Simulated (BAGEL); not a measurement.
**AlCNCl2 (AlCl2(CN)): HF/STO-3G (density fitting with qzvpp-jkfit)**

What is the vertical singlet–triplet gap of AlCNCl2 (AlCl2(CN)) at HF/STO-3G (density fitting with qzvpp-jkfit)? 

The calculation is run with BAGEL 1.2.2.

## 1. The system as given

AlCNCl2: 5 atoms, total charge 0, spin state singlet. SMILES: `N#[C][Al]([Cl])[Cl]`. The shape comes from GFN2-xTB, which is rough for such elements, and wasn't checked as a minimum.

Bond lengths: Al1–Cl2 2.017 Å, Al1–Cl3 2.018 Å, Al1–C4 1.975 Å, C4–N5 1.149 Å. Angles: Cl2–Al1–Cl3 128.5°, Cl2–Al1–C4 115.7°, Cl3–Al1–C4 115.8°, Al1–C4–N5 179.9°.

## 2. A single-point energy at HF/STO-3G (density fitting with qzvpp-jkfit)

File calc.json:

```json
{ "bagel": [

{
  "title": "molecule",
  "basis": "sto-3g",
  "df_basis": "qzvpp-jkfit",
  "angstrom": true,
  "geometry": [
    { "atom": "Al", "xyz": [    0.333570,    0.579810,    0.007900 ] },
    { "atom": "Cl", "xyz": [    2.345090,    0.433060,    0.055720 ] },
    { "atom": "Cl", "xyz": [   -0.803880,    2.246160,   -0.020940 ] },
    { "atom": "C", "xyz": [   -0.650450,   -1.131930,   -0.014350 ] },
    { "atom": "N", "xyz": [   -1.224330,   -2.127090,   -0.028330 ] }
  ]
},
{
  "title": "hf"
},
{
  "title": "print",
  "file": "orbitals.molden",
  "orbitals": true
}

]}
```

The run is started by

```sh
$ BAGEL_NUM_THREADS=1 BAGEL calc.json > calc.out
```

Output:

```text
* using 1 threads per process

  ===============================================================
  ===============================================================

  *** Geometry ***

  { "atom" : "Al", "xyz" : [      0.630356,      1.095682,      0.014929 ] },
  { "atom" : "Cl", "xyz" : [      4.431578,      0.818365,      0.105296 ] },
  { "atom" : "Cl", "xyz" : [     -1.519113,      4.244627,     -0.039571 ] },
  { "atom" : "C", "xyz" : [     -1.229172,     -2.139038,     -0.027118 ] },
  { "atom" : "N", "xyz" : [     -2.313648,     -4.019618,     -0.053536 ] },

  Number of auxiliary basis functions:      536

  Since a DF basis is specified, we compute 2- and 3-index integrals:
    o Being stored without compression. Storage requirement is 0.006 GB

  Number of basis functions:       37
  Number of electrons      :       60

    * METHOD: MOLECULE                             0.19

  *** RHF ***

  === Nuclear Repulsion ===
   274.2693699397

      * DIIS with orbital gradients will be used.

  === RHF iteration (sto-3g) ===
      0      -1239.33647326          0.02162465           0.04
      1      -1239.41605000          0.01854361           0.04
      2      -1239.50943988          0.00162426           0.04
      3      -1239.51064507          0.00035122           0.04
      4      -1239.51077343          0.00006996           0.04
      5      -1239.51077802          0.00002000           0.04
      6      -1239.51077844          0.00001000           0.04
      7      -1239.51077857          0.00000335           0.04
      8      -1239.51077859          0.00000091           0.04
      9      -1239.51077859          0.00000030           0.04
     10      -1239.51077859          0.00000002           0.04
     11      -1239.51077859          0.00000001           0.04
    * SCF iteration converged.

    * Permanent dipole moment:
           (   -0.342331,    -0.595153,    -0.008948) a.u.

    * METHOD: HF                                   0.54

    * METHOD: PRINT                                0.00

  ===============================================================
```

It took 0.9 s on 1 thread of Arm Neoverse V2, shared host; peak memory 0.081 GiB.

## 3. The triplet, same level

File hf.json:

```json
{ "bagel": [

{
  "title": "molecule",
  "basis": "sto-3g",
  "df_basis": "qzvpp-jkfit",
  "angstrom": true,
  "geometry": [
    { "atom": "Al", "xyz": [    0.333570,    0.579810,    0.007900 ] },
    { "atom": "Cl", "xyz": [    2.345090,    0.433060,    0.055720 ] },
    { "atom": "Cl", "xyz": [   -0.803880,    2.246160,   -0.020940 ] },
    { "atom": "C", "xyz": [   -0.650450,   -1.131930,   -0.014350 ] },
    { "atom": "N", "xyz": [   -1.224330,   -2.127090,   -0.028330 ] }
  ]
},
{
  "title": "uhf",
  "charge": 0,
  "nopen": 2
},
{
  "title": "print",
  "file": "orbitals.molden",
  "orbitals": true
}

]}
```

The run is started by

```sh
$ BAGEL_NUM_THREADS=1 BAGEL hf.json > hf.out
```

Output:

```text
* using 1 threads per process

  ===============================================================
  ===============================================================

  *** Geometry ***

  { "atom" : "Al", "xyz" : [      0.630356,      1.095682,      0.014929 ] },
  { "atom" : "Cl", "xyz" : [      4.431578,      0.818365,      0.105296 ] },
  { "atom" : "Cl", "xyz" : [     -1.519113,      4.244627,     -0.039571 ] },
  { "atom" : "C", "xyz" : [     -1.229172,     -2.139038,     -0.027118 ] },
  { "atom" : "N", "xyz" : [     -2.313648,     -4.019618,     -0.053536 ] },

  Number of auxiliary basis functions:      536

  Since a DF basis is specified, we compute 2- and 3-index integrals:
    o Being stored without compression. Storage requirement is 0.006 GB

  Number of basis functions:       37
  Number of electrons      :       60

    * METHOD: MOLECULE                             0.18

  *** Open-shell HF ***

  === Nuclear Repulsion ===
   274.2693699397

      * DIIS with orbital gradients will be used.

  === UHF iteration (sto-3g) ===
      0      -1239.06444183          0.03299524           0.07
      1      -1239.13900856          0.03259293           0.06
      2      -1239.17949908          0.02445582           0.06
      3      -1239.24387918          0.00477800           0.06
      4      -1239.25508217          0.00250798           0.07
      5      -1239.25937812          0.00093469           0.06
      6      -1239.26027275          0.00064426           0.07
      7      -1239.26080590          0.00020407           0.06
      8      -1239.26094799          0.00010560           0.06
      9      -1239.26114618          0.00005098           0.06
     10      -1239.26118351          0.00004372           0.06
     11      -1239.26122920          0.00003475           0.06
     12      -1239.26125722          0.00001415           0.06
     13      -1239.26125861          0.00000452           0.06
     14      -1239.26125881          0.00000317           0.06
     15      -1239.26125882          0.00000268           0.06
     16      -1239.26125882          0.00000189           0.06
     17      -1239.26125882          0.00000169           0.06
     18      -1239.26125884          0.00000118           0.06
     19      -1239.26125883          0.00000087           0.06
     20      -1239.26125884          0.00000082           0.06
     21      -1239.26125884          0.00000071           0.06
     22      -1239.26125885          0.00000062           0.06
     23      -1239.26125885          0.00000059           0.06
     24      -1239.26125885          0.00000058           0.06
     25      -1239.26125885          0.00000057           0.06
     26      -1239.26125885          0.00000056           0.06
     27      -1239.26125885          0.00000053           0.06
     28      -1239.26125885          0.00000050           0.06
     29      -1239.26125886          0.00000045           0.06
     30      -1239.26125886          0.00000039           0.06
     31      -1239.26125887          0.00000021           0.06
     32      -1239.26125887          0.00000012           0.06
     33      -1239.26125887          0.00000010           0.06
     34      -1239.26125887          0.00000008           0.06
     35      -1239.26125887          0.00000006           0.06
     36      -1239.26125887          0.00000005           0.06
     37      -1239.26125887          0.00000004           0.06
     38      -1239.26125887          0.00000003           0.06
     39      -1239.26125887          0.00000003           0.06
     40      -1239.26125887          0.00000002           0.06
     41      -1239.26125887          0.00000001           0.06
     42      -1239.26125887          0.00000001           0.06
     43      -1239.26125887          0.00000001           0.06
    * SCF iteration converged.

    * S^2 (UHF) is 2.0764

    * Permanent dipole moment:
           (    0.359794,     0.624936,     0.004627) a.u.

    * METHOD: UHF                                  2.84

    * METHOD: PRINT                                0.00

  ===============================================================
```

Wall time 3.3 s (1 thread of Arm Neoverse V2, shared host); peak memory 0.081 GiB.

## 4. What came out

At HF/STO-3G (density fitting with qzvpp-jkfit):

```
                                        quantity           value
                           singlet: total energy  -1239.51078 Eh
                          singlet: dipole moment          1.75 D
                            singlet: HOMO energy       -11.27 eV
                            singlet: LUMO energy         5.55 eV
                          singlet: HOMO–LUMO gap        16.81 eV
                           triplet: total energy  -1239.26126 Eh
                          triplet: dipole moment          1.83 D
                                   triplet: ⟨S²⟩           2.076
vertical energy of the triplet above the singlet        6.790 eV
```

**Reading.** At this shape the triplet lies 6.79 eV (655 kJ/mol) above the singlet. In a minimal basis such a difference can be off by several eV, whatever the method.
